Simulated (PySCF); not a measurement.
# RuOH: relaxation and vibrations of the quartet

Aim: relax RuOH as a quartet from a linear start, check by its vibrations whether the end is a minimum, and collect its spectrum and constants.

Method: PBE0, basis Ru def2-TZVP with ECP28, O def2-TZVP, H def2-TZVP, scalar-relativistic core potentials, no spin–orbit coupling, density fitting; program: PySCF 2.14.0.

### Step 1. Starting geometry

3 atoms, charge 0, spin multiplicity 4.

Bond lengths: Ru1–O2 1.710 Å, Ru1–H3 1.570 Å. Angles: O2–Ru1–H3 180.0°.

Z-matrix (Å, degrees; charge 0 multiplicity 4):
```
Ru
O  1 1.7100
H  1 1.5700 2 180.00
```

### Step 2. Finding the electronic state

The steps below are one call of a driver around PySCF. For each, scf.py gives the equivalent set-up of the SCF; relaxations use the driver's own optimiser. After this first run the driver tries any further starts and a stability analysis.

Contents of scf.py:

```python
from pyscf import gto, scf, dft
mol = gto.M(atom='''
Ru     0.000000     0.000000     0.000000
O      0.000000     0.000000    -1.710000
H      0.000000     0.000000     1.570000''',
    basis={'Ru': 'def2-TZVP', 'O': 'def2-TZVP', 'H': 'def2-TZVP'},
    ecp={'Ru': 'def2-TZVP'},
    charge=0, spin=3)
mf = dft.UKS(mol, xc='PBE0')
mf.grids.atom_grid = (50, 194)
aux = {'Ru': 'def2-universal-JKFIT', 'O': 'def2-universal-JKFIT', 'H': 'def2-universal-JKFIT'}
mf = mf.density_fit(auxbasis=aux)
mf.conv_tol = 1e-08
mf.diis_space = 10
mf.max_cycle = 60
mf.init_guess = 'minao'
mf.verbose = 4
mf.kernel()
```

The run is started by

```sh
> OMP_NUM_THREADS=2 python axn.py task.json out
```

After this run come: Relaxing the quartet from the linear start; Vibrations and properties at this point; Downhill along the imaginary mode; Hessian and properties.

Q: Predict the outcome of this session. Wanted: minimum; geometry; wavenumbers; dipole moment; highest occupied, lowest empty level; polar-tensor charge of Ru1; zero-point energy; atomisation energy; ⟨S²⟩.

**Answer**, as computed:

| quantity | value |
| --- | --- |
| minimum | quartet, Cs |
| geometry | Ru–H 1.640 Å, Ru–O 1.672 Å; H–Ru–O 115.5° |
| wavenumbers (cm⁻¹) | 517 (a'), 980 (a'), 1928 (a') |
| dipole moment | 3.05 D |
| highest occupied, lowest empty level (either spin) | -6.80, -3.31 eV |
| polar-tensor charge of Ru1 | +0.99 e |
| zero-point energy | 20.5 kJ/mol |
| entropy at 298.15 K | 265.5 J/(mol K) |
| atomisation energy (no zero-point energy) | 692 kJ/mol |
| ⟨S²⟩ | 3.772 |

In words: The linear start (C∞v) ends in a minimum of Cs symmetry, after a stop at a second-order saddle point 128.2 kJ/mol higher, from which it was pushed off along an imaginary mode. In the infrared the band at 980 cm⁻¹ (a', stretch) leads. Most of the spin sits on Ru1 (Mulliken spin 2.58, against 3 for the whole molecule). Only this shape and spin were tried, so other structures or states may lie lower. Open d and f shells are described by one determinant, and the ground state may have another occupation or spin.
